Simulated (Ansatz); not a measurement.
# Sr2IrO4: the cost of one run

Computed with Ansatz 0.2.0 (DFT LDA, scalar-relativistic, plane waves, PAW, unless a step's input says otherwise).

3 further runs of the same task are left out: 1 that didn't finish, 2 set aside as unsound or not needed.

### Step 1. The structure to begin with

The structure is tetragonal, space group I4_1/acd (No. 142). The conventional cell has a = 5.380 Å, b = 5.380 Å, c = 25.540 Å, α = 90.00°, β = 90.00°, γ = 90.00°. Around Sr (site symmetry 2) lie 7 O at 2.40 to 2.69 Å. Around Ir (site symmetry -4) lie 6 O at 1.96 to 2.04 Å. O (site symmetry 2) is surrounded by 1 Ir at 2.04 Å and 5 Sr at 2.43 to 2.69 Å. Around O (site symmetry 2) lie 2 Ir at 1.96 Å and 2 Sr at 2.40 Å.

Coordinates:

```xyz
28
Lattice="-2.6902 2.6902 12.7699 2.6902 -2.6902 12.7699 2.6902 2.6902 -12.7699" Properties=species:S:1:pos:R:3 pbc="T T T"
Sr    0.0000    0.0000    4.4675
Sr    0.0000    2.6902   10.8525
Sr    2.6902    0.0000    1.9174
Sr    0.0000    0.0000    8.3024
Sr    0.0000    2.6902    1.9174
Sr    0.0000    0.0000   21.0723
Sr    0.0000    0.0000   17.2374
Sr    2.6902    0.0000   10.8525
Ir    0.0000    0.0000   12.7699
Ir    2.6902    0.0000    6.3850
Ir    0.0000    2.6902    6.3850
Ir    0.0000    0.0000    0.0000
O     0.0000    0.0000    2.0392
O     0.0000    2.6902    8.4242
O     2.6902    0.0000    4.3457
O     0.0000    0.0000   10.7307
O     0.0000    2.6902    4.3457
O     0.0000    0.0000   23.5006
O     0.0000    0.0000   14.8091
O     2.6902    0.0000    8.4242
O     1.0236    1.0236    6.3850
O     1.6666    1.0236    0.0000
O     1.6666    1.6666   -6.3850
O     1.0236    1.6666   12.7699
O     1.6666   -1.0236   12.7699
O     1.0236   -1.0236   19.1549
O     1.0236    3.7138    0.0000
O    -1.0236    1.0236   19.1549
```

This cell was relaxed beforehand with the same method: volume 13.20 Å³/atom, gap on the mesh none (metal).

### Step 2. Relaxing to 0.001 eV/Å, with the smearing for a metal

Response functions are second derivatives at a minimum, so forces and stress are first brought close to zero on the mesh and occupations that the response runs use.

The input, input.yaml:

```yaml
crystal:
  lattice:
    - [-2.6902041517, 2.6902041517, 12.7699005449]
    - [2.6902041517, -2.6902041517, 12.7699005449]
    - [2.6902041517, 2.6902041517, -12.7699005449]
  atoms:
    - { symbol: Sr, position: [0.1749237815, 0.1749237815, 0.0] }
    - { symbol: Sr, position: [0.9249237815, 0.4249237815, 0.5] }
    - { symbol: Sr, position: [0.0750762185, 0.5750762185, 0.5] }
    - { symbol: Sr, position: [0.3250762185, 0.3250762185, 0.0] }
    - { symbol: Sr, position: [0.5750762185, 0.0750762185, 0.5] }
    - { symbol: Sr, position: [0.8250762185, 0.8250762185, 0.0] }
    - { symbol: Sr, position: [0.6749237815, 0.6749237815, 0.0] }
    - { symbol: Sr, position: [0.4249237815, 0.9249237815, 0.5] }
    - { symbol: Ir, position: [0.5, 0.5, 0.0] }
    - { symbol: Ir, position: [0.25, 0.75, 0.5] }
    - { symbol: Ir, position: [0.75, 0.25, 0.5] }
    - { symbol: Ir, position: [0.0, 0.0, 0.0] }
    - { symbol: O, position: [0.0798445771, 0.0798445771, 0.0] }
    - { symbol: O, position: [0.8298445771, 0.3298445771, 0.5] }
    - { symbol: O, position: [0.1701554229, 0.6701554229, 0.5] }
    - { symbol: O, position: [0.4201554229, 0.4201554229, 0.0] }
    - { symbol: O, position: [0.6701554229, 0.1701554229, 0.5] }
    - { symbol: O, position: [0.9201554229, 0.9201554229, 0.0] }
    - { symbol: O, position: [0.5798445771, 0.5798445771, 0.0] }
    - { symbol: O, position: [0.3298445771, 0.8298445771, 0.5] }
    - { symbol: O, position: [0.4402448058, 0.4402448058, 0.3804896117] }
    - { symbol: O, position: [0.1902448058, 0.3097551942, 0.5] }
    - { symbol: O, position: [0.0597551942, 0.0597551942, 0.6195103883] }
    - { symbol: O, position: [0.8097551942, 0.6902448058, 0.5] }
    - { symbol: O, position: [0.3097551942, 0.8097551942, 0.1195103883] }
    - { symbol: O, position: [0.5597551942, 0.9402448058, 0.0] }
    - { symbol: O, position: [0.6902448058, 0.1902448058, 0.8804896117] }
    - { symbol: O, position: [0.9402448058, 0.5597551942, 0.0] }
basis:
  ecutwfc: 420
kpoints:
  mp_grid: { grid: [10, 10, 10] }
hamiltonian:
  xc: lda
scf:
  occupations: { method: fermi_dirac, width: 0.15 }
output:
  forces: true
  stress: true
  eigenvalues: true
relax:
  adjacent_minimum: "off"
  f_tol: 0.001
  max_steps: 60
  cell: { stress_tol: 0.01 }
```

Launch:

```bash
$ ansatz run input.yaml --threads 8 --pin off --max-ram 22528MiB --backend cpu --events-out ev --progress --plain --runs-dir out
```

**Question.** How long does this run take on 8 threads of Intel Xeon at 2.50GHz (Skylake/Cascade Lake), shared host, and how much memory does it need?

About 11 min, with a peak of 4.8 GiB.
